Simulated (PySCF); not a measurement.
# [Pb(CCH)3]−: forces at shaken geometries

How stiff is [Pb(CCH)3]−? Its atoms are displaced at random by several amounts. The structure is generated, not taken from experiment.

Program: PySCF 2.14.0. Level of theory: BP86, Pb def2-SVP with ECP60, C def2-SVP, H def2-SVP; scalar-relativistic core potentials, no spin–orbit coupling. These are calculated values, not measurements.

2 further runs of the same task are left out: 2 for a known fault of the program.

## Step 1: The starting structure

10 atoms, charge -1, spin multiplicity 1.

Bond lengths: Pb1–C2 2.351 Å, Pb1–C5 2.351 Å, Pb1–C8 2.351 Å, C2–C3 1.240 Å, C3–H4 1.083 Å, C5–C6 1.240 Å, C6–H7 1.083 Å, C8–C9 1.239 Å, C9–H10 1.083 Å. Angles: C2–Pb1–C5 95.3°, C2–Pb1–C8 95.3°, C5–Pb1–C8 95.3°, Pb1–C2–C3 168.2°, C2–C3–H4 177.5°, Pb1–C5–C6 168.2°, C5–C6–H7 177.5°, Pb1–C8–C9 168.2°, C8–C9–H10 177.5°.

Geometry (Å):

```
Pb    0.0000    0.0000    0.6619
C     2.0061    0.0000   -0.5639
C     3.1734    0.0000   -0.9809
H     4.1765    0.0001   -1.3890
C    -1.0031    1.7373   -0.5639
C    -1.5867    2.7482   -0.9809
H    -2.0883    3.6170   -1.3890
C    -1.0030   -1.7373   -0.5639
C    -1.5866   -2.7482   -0.9809
H    -2.0882   -3.6170   -1.3890
```

Formal oxidation states: Pb +2. An earlier session relaxed this geometry at BP86, Pb def2-SVP with ECP60, C def2-SVP, H def2-SVP (singlet, point group C3v).

Its energy there is -423.113615 Eh.

## Step 2: Atoms moved at random, σ = 0.1 Å

Contents of run.py (the lines that set the calculation):

```python
mol = gto.M(atom='''
Pb     0.06149    -0.03245     0.65683
C      1.96687    -0.15062    -0.56301
C      3.21736    -0.01761    -0.98024
H      4.20943     0.05856    -1.36540
C     -0.94388     1.68722    -0.55298
C     -1.59435     2.94542    -1.04928
H     -2.15458     3.70422    -1.41627
C     -1.17990    -1.87683    -0.51149
C     -1.54487    -2.77600    -0.85780
H     -2.03758    -3.54190    -1.49996''',
    basis={'Pb': 'def2-SVP', 'C': 'def2-SVP', 'H': 'def2-SVP'},
    ecp={'Pb': 'def2-SVP'},
    charge=-1, spin=0)
mf = dft.RKS(mol, xc='B88,P86')
mf.grids.atom_grid = (50, 194)
mf = mf.density_fit()  # fitting sets: Pb def2-universal-JKFIT, C def2-universal-JKFIT, H def2-universal-JKFIT
mf.conv_tol = 1e-08; mf.max_cycle = 55
mf.kernel(dm0)  # dm0: the density of the relaxed state
```

Launch:

```
OMP_NUM_THREADS=2 python run.py
```

## Step 3: Atoms moved at random, σ = 0.15 Å

Contents of run.py (the lines that set the calculation):

```python
mol = gto.M(atom='''
Pb     0.20091    -0.02575     0.61080
C      1.86350     0.18819    -0.44134
C      3.16306     0.00601    -1.06928
H      4.41910    -0.04792    -1.28415
C     -0.79923     1.71373    -0.52982
C     -1.69029     2.53217    -1.02364
H     -2.21122     3.79127    -1.42429
C     -1.18323    -1.81988    -0.65889
C     -1.52055    -2.72152    -1.05900
H     -2.24204    -3.61629    -1.25998''',
    basis={'Pb': 'def2-SVP', 'C': 'def2-SVP', 'H': 'def2-SVP'},
    ecp={'Pb': 'def2-SVP'},
    charge=-1, spin=0)
mf = dft.RKS(mol, xc='B88,P86')
mf.grids.atom_grid = (50, 194)
mf = mf.density_fit()  # fitting sets: Pb def2-universal-JKFIT, C def2-universal-JKFIT, H def2-universal-JKFIT
mf.conv_tol = 1e-08; mf.max_cycle = 55
mf.kernel(dm0)  # dm0: the density of the relaxed state
```

## Step 4: Atoms moved at random, σ = 0.03 Å

Contents of run.py (the lines that set the calculation):

```python
mol = gto.M(atom='''
Pb     0.00349     0.00818     0.66149
C      1.98243     0.02005    -0.55001
C      3.20018    -0.03406    -0.95423
H      4.17340    -0.01632    -1.36983
C     -0.94310     1.79336    -0.53798
C     -1.61157     2.74778    -0.96489
H     -2.11362     3.62283    -1.45123
C     -1.02852    -1.73524    -0.58859
C     -1.58694    -2.74500    -1.03490
H     -2.07576    -3.66158    -1.34943''',
    basis={'Pb': 'def2-SVP', 'C': 'def2-SVP', 'H': 'def2-SVP'},
    ecp={'Pb': 'def2-SVP'},
    charge=-1, spin=0)
mf = dft.RKS(mol, xc='B88,P86')
mf.grids.atom_grid = (50, 194)
mf = mf.density_fit()  # fitting sets: Pb def2-universal-JKFIT, C def2-universal-JKFIT, H def2-universal-JKFIT
mf.conv_tol = 1e-08; mf.max_cycle = 55
mf.kernel(dm0)  # dm0: the density of the relaxed state
```

What does the calculation give? Wanted: for each run, σ; energy rise; harmonic estimate −½ F·u; largest force component.

The runs gave:

| σ (Å) | energy rise (eV) | harmonic estimate −½ F·u (eV) | largest force component (eV/Å) |
| --- | --- | --- | --- |
| 0.1 | 5.633 | 5.730 | 31.65 |
| 0.15 | 7.288 | 7.315 | 29.95 |
| 0.03 | 0.147 | 0.146 | 4.36 |

Every displacement raises the energy. For a harmonic well the rise equals −½ F·u; the two differ by at most 2 % here (a move with σ = 0.1 Å), from anharmonicity, the grid and the small forces left at the relaxed point. These are double-zeta-type bases without diffuse functions. Spin–orbit coupling is left out.
